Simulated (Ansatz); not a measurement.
# FGaH4OSi: one species, many methods

One table from this session's results is given with a row withheld; the runs are named, their logs left out.

The runs use Ansatz 0.2.0, Gaussian basis; functionals in def2-TZVPP, the program's frozen cores in correlated methods.

Plan: LDA (SPW92), PBE-D4, revPBE-D4, BLYP-D4, r2SCAN-D4, B97M-V, PBE0-D4, B3LYP-D4, r2SCANh-D4, r2SCAN0-D4, HSE06-D4, BHLYP-D4, CAM-B3LYP-D4, LC-ωPBE, ωB97X-V, ωB97M-V, B2PLYP, PBE-QIDH; CCSD(T)/def2-SVP; CCSD(T)/def2-TZVPP; MP2/def2-QZVPP; extrapolation to the limit; RPA on PBE.

### The geometry

The geometry comes from an earlier relaxation with PBE0-D4 in a triple-zeta def2 set; it is a stationary point, not always the lowest conformer.

SMILES `[OH][GaH][SiH2]F`, 8 atoms, charge 0, spin multiplicity 1.

Atoms are counted from 1 here; the program's logs count them from 0.

Bond lengths: O1–Ga2 1.790 Å, O1–H5 0.960 Å, Ga2–Si3 2.420 Å, Ga2–H6 1.562 Å, Si3–F4 1.612 Å, Si3–H7 1.488 Å, Si3–H8 1.488 Å. Angles: Ga2–O1–H5 113.9°, O1–Ga2–Si3 116.0°, O1–Ga2–H6 113.5°, Si3–Ga2–H6 130.5°, Ga2–Si3–F4 107.9°, Ga2–Si3–H7 113.0°, Ga2–Si3–H8 113.0°, F4–Si3–H7 107.4°, F4–Si3–H8 107.4°, H7–Si3–H8 107.8°.

The first run:

File in.yaml:

```yaml
crystal:
  periodic: [false, false, false]
  atoms:
    - {symbol: O, position_ang: [-2.152603, 0.668281, 0.454538]}
    - {symbol: Ga, position_ang: [-0.411409, 1.077094, 0.391704]}
    - {symbol: Si, position_ang: [1.066687, -0.691448, -0.347086]}
    - {symbol: F, position_ang: [0.165417, -1.990632, -0.663161]}
    - {symbol: H, position_ang: [-2.350278, -0.231724, 0.185391]}
    - {symbol: H, position_ang: [-0.099465, 2.542888, 0.831390]}
    - {symbol: H, position_ang: [2.066841, -1.082735, 0.683454]}
    - {symbol: H, position_ang: [1.806908, -0.348822, -1.592129]}
basis:
  gaussian: {orbitals: def2-TZVPP}
hamiltonian: {xc: lda}
output: {orbitals: {seedname: orbitals}}
```

Among the steps run: LDA; PBE-D4 (GGA); revPBE-D4 (GGA); BLYP-D4 (GGA); r2SCAN-D4 (meta-GGA); B97M-V (meta-GGA); PBE0-D4 (hybrid); B3LYP-D4 (hybrid); r2SCANh-D4 (hybrid); r2SCAN0-D4 (hybrid); HSE06-D4 (hybrid); BHLYP-D4 (hybrid); CAM-B3LYP-D4 (range-separated); LC-ωPBE (range-separated); ωB97X-V (range-separated); ωB97M-V (range-separated); B2PLYP (double hybrid); PBE-QIDH (double hybrid).

One table of the session follows, with a row left open; its other results are not shown here.

It belongs to the step «Orbital energies across the functionals». 

```
  functional  HOMO (eV)  LUMO (eV)  gap (eV)
 LDA (SPW92)      -6.67      -2.72      3.95
      PBE-D4      -6.55      -2.48      4.07
   revPBE-D4      -6.50      -2.38      4.13
     BLYP-D4      -6.44      -2.41      4.03
   r2SCAN-D4      -6.83      -2.31      4.53
      B97M-V      -6.94      -2.49      4.45
     PBE0-D4      -7.76      -1.74      6.02
    B3LYP-D4          ?          ?         ?
  r2SCANh-D4      -7.28      -2.04      5.24
  r2SCAN0-D4      -7.94      -1.64      6.30
    HSE06-D4      -7.36      -2.11      5.25
    BHLYP-D4      -8.87      -1.00      7.87
CAM-B3LYP-D4      -9.05      -0.81      8.25
     LC-ωPBE     -10.33       0.34     10.67
     ωB97X-V     -10.01       0.21     10.22
     ωB97M-V      -9.81       0.01      9.82
```

Estimate the missing values for B3LYP-D4.

Worked estimate for «HOMO (eV)». Against the share of exact exchange, BLYP-D4 (0, -6.44), BHLYP-D4 (0.5, -8.87) give a slope of -4.86 per unit share; at 0.2 the line stands at -7.41.

As computed: HOMO (eV): -7.56; LUMO (eV): -1.98; gap (eV): 5.58. In «HOMO (eV)» the line misses by +0.15.
